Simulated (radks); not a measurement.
# Er³⁺ in [Xe] 4f10.75 5f0.25: an all-electron calculation

Aim: the levels, the sizes of the orbitals and the parts of the energy of the erbium ion Er3+.

Method: scalar-relativistic Kohn-Sham, AM05, spin-polarised, spherical densities, point nucleus; open shells are filled with parallel spins first. Code: radks (a radial shooting solver on a logarithmic mesh, Libxc functionals) version 1.

## Step 1: The system

| Item | Value |
| --- | --- |
| element | erbium (Z = 68) |
| charge | +3 |
| electrons | 65 |
| configuration | [Xe] 4f10.75 5f0.25 |

## Step 2: The run

Input:

```text
Z 68
configuration [Xe] 4f10.75 5f0.25 6s0 5d0 6p0 6f0
relativity scalar-relativistic
functional am05,am05
spin polarised
nucleus point
c 137.035999084
```

Started as:

```
$ python run_ks.py task.json out
```

This one command runs every case of the session in turn.

**Question.** What will this run give?

As calculated:

```
                        quantity                   value
                    total energy     -13076.6184 hartree
exchange-correlation share of it                  2.05 %
                            −T/E                  1.0841
          highest occupied level       5f up, -10.205 eV
    most extended occupied level  5f up, <r> = 4.78 bohr
 radius at density 0.001 e/bohr³               3.21 bohr
    maxima of the radial density                       4
```

What this shows: 5 principal shells are occupied and 4 maxima appear in the radial density; where shells overlap, one shows as a shoulder or not at all. −T/E is 1.084: with relativity the kinetic term as defined here no longer equals −E. This is not the tabulated ground configuration, so its levels and sizes aren't those of the ground state, and no measured value stands beside it.
